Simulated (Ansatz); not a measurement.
# 2 structures of Re: a ranking of polymorphs by energy

Run with the Python package of Ansatz (0.2.0).

`re_polymorphs.py`
```python
# -*- coding: utf-8 -*-
import warnings

import ansatz as az
import numpy as np
import spglib
from tabulate import tabulate

config = {
    "cutoff": 500,
    "kspacing": 0.14,
    "smearing": "gaussian",
    "sigma": 0.05,
}

PHASES = {
    "Fm-3m": (
        [(0.0, 1.975, 1.975), (1.975, 0.0, 1.975), (1.975, 1.975, 0.0)],
        [
            ("Re", (0.0, 0.0, 0.0)),
        ],
    ),
    "P6_3/mmc": (
        [(2.76639, 0.0, 0.0), (-1.38319, 2.39576, 0.0), (0.0, 0.0, 8.93885)],
        [
            ("Re", (0.0, 0.0, 0.0)),
            ("Re", (1 / 3, 2 / 3, 0.25)),
            ("Re", (0.0, 0.0, 0.5)),
            ("Re", (2 / 3, 1 / 3, 0.75)),
        ],
    ),
}


def build(vectors, sites):
    crystal = az.Crystal(lattice=az.Lattice.of(vectors))
    for symbol, position in sites:
        crystal = crystal.atom(symbol, position)
    return crystal


def solve(name, crystal):
    calc = (
        crystal.calculation()
        .functional(az.Functional.LDA)
        .basis(config["cutoff"])
        .kpoints(spacing=config["kspacing"])
        .occupations(config["smearing"], width=config["sigma"])
        .stress()
        .band_table()
    )
    calc = calc.relax(force_tolerance=0.02, fix_cell=["shape"])
    return calc.run()


def pressure_gpa(outcome):
    return float(np.trace(outcome.report["stress_gpa"]) / 3)


def space_group(outcome):
    sites = outcome.report["lattice"]["sites"]
    kinds = sorted({site["symbol"] for site in sites})
    cell = (outcome.lattice.cell_ang, [site["position_frac"] for site in sites], [kinds.index(site["symbol"]) for site in sites])
    return spglib.get_spacegroup(cell, symprec=0.01)


def volume_per_atom(outcome):
    return abs(np.linalg.det(outcome.lattice.cell_ang)) / len(outcome.lattice.sites)


def main():
    warnings.simplefilter("ignore", az.DeckWarning)

    phases = {name: build(*cell) for name, cell in PHASES.items()}

    done = {}
    for name, crystal in phases.items():
        try:
            done[name] = solve(name, crystal)
        except az.NonConvergedError as error:
            print(name, "did not converge:", str(error)[:120])

    energy = {name: o.report["energy_sigma0_ev"] / len(o.lattice.sites) for name, o in done.items()}
    lowest = min(energy.values())
    rows = [(name, len(o.lattice.sites), 1000 * (energy[name] - lowest), pressure_gpa(o), space_group(o), volume_per_atom(o)) for name, o in done.items()]
    rows.sort(key=lambda row: row[2])
    print(tabulate(rows, headers=["phase", "atoms", "dE (meV/atom)", "P (GPa)", "space group", "V (A^3/atom)"], floatfmt=".4f", tablefmt="plain"))


if __name__ == "__main__":
    main()
```

```console
$ python re_polymorphs.py
phase       atoms    dE (meV/atom)    P (GPa)  space group       V (A^3/atom)
P6_3/mmc        4           0.0000    -0.0081  P6_3/mmc (194)         14.3212
Fm-3m           1          71.2028    -0.0189  Fm-3m (225)            14.3777
```

By space group at the end of each run: P6_3/mmc (+0 meV an atom, 14.3 Å³) and Fm-3m (+71 meV an atom, 14.4 Å³).

Notes:
- No spin polarisation was allowed.
- Atoms and volume are relaxed with the cell's shape held, which in cells of lower than cubic symmetry can hide stresses and shift volumes.
- Pressure is positive in compression.
- Spin-orbit coupling, which matters for elements this heavy, is left out.
- The cells come from databases of deposited and of computed structures, and not all need be stable phases.
- The ranking holds among these structures alone, at zero temperature; the ground state may be another structure. Differences under about 40 meV an atom lie within the error of mesh and functional.
- The whole script took 2.2 min on 1 thread of Arm Neoverse V2 (shared host), peak memory 0.64 GiB.
